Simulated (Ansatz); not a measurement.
# C15H14: the cost of one run

Program: Ansatz 0.2.0, Gaussian basis. Level of theory: the settings change from run to run. These are calculated values, not measurements.

3 further runs of the same task are left out: 3 that didn't finish.

**1. The geometry**

The structure was relaxed beforehand with PBE0-D4/def2-SVP.

SMILES `CC1(C)c2ccccc2-c2ccccc21`, 29 atoms, charge 0, spin multiplicity 1.

Atoms are counted from 1 here; the program's logs count them from 0.

Bond lengths: C1–C2 1.533 Å, C1–H16 1.100 Å, C1–H17 1.101 Å, C1–H18 1.101 Å, C2–C3 1.533 Å, C2–C4 1.519 Å, C2–C15 1.519 Å, C3–H19 1.100 Å, C3–H20 1.101 Å, C3–H21 1.101 Å, C4–C5 1.389 Å, C4–C9 1.406 Å, C5–C6 1.397 Å, C5–H22 1.094 Å, C6–C7 1.397 Å, C6–H23 1.093 Å, C7–C8 1.394 Å, C7–H24 1.093 Å and more. Angles: C2–C1–H16 111.0°, C2–C1–H17 110.7°, C2–C1–H18 110.7°, H16–C1–H17 108.2°, H16–C1–H18 108.2°, H17–C1–H18 107.9°, C1–C2–C3 110.6°, C1–C2–C4 111.2°, C1–C2–C15 111.1°, C3–C2–C4 111.2°, C3–C2–C15 111.2°, C4–C2–C15 101.3°, C2–C3–H19 111.0°, C2–C3–H20 110.7°, C2–C3–H21 110.7°, H19–C3–H20 108.2°, H19–C3–H21 108.2°, H20–C3–H21 107.9° and more.

**2. PBE0-DH/cc-pVDZ**

Set apart from the defaults: density fitting with cc-pVTZ-jkfit, high accuracy.

in.yaml reads:

```yaml
crystal:
  periodic: [false, false, false]
  atoms:
    - {symbol: C, position_ang: [0.317313, 1.928038, 1.429486]}
    - {symbol: C, position_ang: [0.160364, 1.179469, 0.100412]}
    - {symbol: C, position_ang: [0.237839, 2.154527, -1.080439]}
    - {symbol: C, position_ang: [1.194143, 0.074721, -0.031705]}
    - {symbol: C, position_ang: [2.578428, 0.180463, -0.066774]}
    - {symbol: C, position_ang: [3.345042, -0.980771, -0.195664]}
    - {symbol: C, position_ang: [2.730468, -2.232116, -0.285947]}
    - {symbol: C, position_ang: [1.341033, -2.344021, -0.251802]}
    - {symbol: C, position_ang: [0.576695, -1.184903, -0.123502]}
    - {symbol: C, position_ang: [-0.872815, -0.993142, -0.060847]}
    - {symbol: C, position_ang: [-1.919766, -1.912785, -0.109838]}
    - {symbol: C, position_ang: [-3.230199, -1.443822, -0.026093]}
    - {symbol: C, position_ang: [-3.488950, -0.077053, 0.103385]}
    - {symbol: C, position_ang: [-2.439237, 0.844054, 0.152138]}
    - {symbol: C, position_ang: [-1.132031, 0.382334, 0.070159]}
    - {symbol: H, position_ang: [0.263303, 1.233814, 2.280889]}
    - {symbol: H, position_ang: [-0.477040, 2.681481, 1.548308]}
    - {symbol: H, position_ang: [1.286544, 2.449266, 1.470800]}
    - {symbol: H, position_ang: [0.125451, 1.623700, -2.037170]}
    - {symbol: H, position_ang: [-0.557381, 2.913282, -1.011842]}
    - {symbol: H, position_ang: [1.205900, 2.679476, -1.089270]}
    - {symbol: H, position_ang: [3.069408, 1.155052, 0.004350]}
    - {symbol: H, position_ang: [4.435145, -0.910015, -0.225084]}
    - {symbol: H, position_ang: [3.344763, -3.130260, -0.386545]}
    - {symbol: H, position_ang: [0.862545, -3.323918, -0.324098]}
    - {symbol: H, position_ang: [-1.719838, -2.982461, -0.210793]}
    - {symbol: H, position_ang: [-4.062866, -2.150546, -0.062790]}
    - {symbol: H, position_ang: [-4.521790, 0.274331, 0.166321]}
    - {symbol: H, position_ang: [-2.652501, 1.911808, 0.253956]}
basis:
  gaussian: {orbitals: cc-pVDZ, fitting: {mean_field: cc-pVTZ-jkfit}}
hamiltonian: {xc: {name: PBE0-DH}}
accuracy: high
scf: {omitted_lower_state_checks: [starts]}
output: {forces: true}
```

Launch:

```bash
$ ansatz run in.yaml --threads 4 --pin off --events-out ev --progress --plain --max-ram 6963MiB
```

Q: Estimate wall time and peak memory on 4 threads of Arm Neoverse V2, shared host.

About 1.7 min, with a peak of 1.3 GiB.
